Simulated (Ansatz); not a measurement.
# doublet [GeH4]+: U-wB97M-V/def2-TZVP

Wanted: the energy of doublet [GeH4]+. 

The calculation is run with Ansatz 0.2.0.

37 further runs of the same task are left out: 37 set aside as unsound or not needed.

### Step 1. The system as given

The species is [GeH4]+ (5 atoms), meant as a doublet with charge +1. SMILES of the parent species: `[GeH4]`. The coordinates come from a PBE0-D4/def2-TZVP relaxation. That shape belongs to the parent species and isn't relaxed for this state.

Bond lengths: Ge1–H2 1.534 Å, Ge1–H3 1.534 Å, Ge1–H4 1.534 Å, Ge1–H5 1.534 Å. Angles: H2–Ge1–H3 109.5°, H2–Ge1–H4 109.5°, H2–Ge1–H5 109.5°, H3–Ge1–H4 109.5°, H3–Ge1–H5 109.5°, H4–Ge1–H5 109.5°.

### Step 2. A single-point energy at U-wB97M-V/def2-TZVP

File in.yaml:

```yaml
crystal:
  periodic: [false, false, false]
  atoms:
    - {symbol: Ge, position_ang: [0.000100, 0.000100, -0.000000]}
    - {symbol: H, position_ang: [1.148100, -0.756300, 0.680600]}
    - {symbol: H, position_ang: [-1.238800, -0.030000, 0.904200]}
    - {symbol: H, position_ang: [-0.329200, -0.669100, -1.340600]}
    - {symbol: H, position_ang: [0.419800, 1.455400, -0.244100]}
basis:
  gaussian:
    orbitals: def2-TZVP
total_charge: 1
magnetization:
  spin_polarized: true
  initial_magnetization: 1
hamiltonian:
  xc: {name: wB97M-V}
accuracy: high
output: {orbitals: {seedname: orbitals}}
```

The run is started by

```bash
$ ansatz run in.yaml --threads 1 --pin off --max-ram 3480MiB --events-out events.jsonl --progress --plain --runs-dir runs
```

What values should one expect? Wanted: total energy; HOMO energy; LUMO energy; ⟨S²⟩.

Answer, from the run:

At U-wB97M-V/def2-TZVP:

| quantity | value |
| --- | --- |
| total energy | -2078.79804 Eh |
| HOMO energy (highest over α and β) | -18.87 eV |
| LUMO energy (lowest over α and β) | -12.75 eV |
| ⟨S²⟩ | 0.759 |
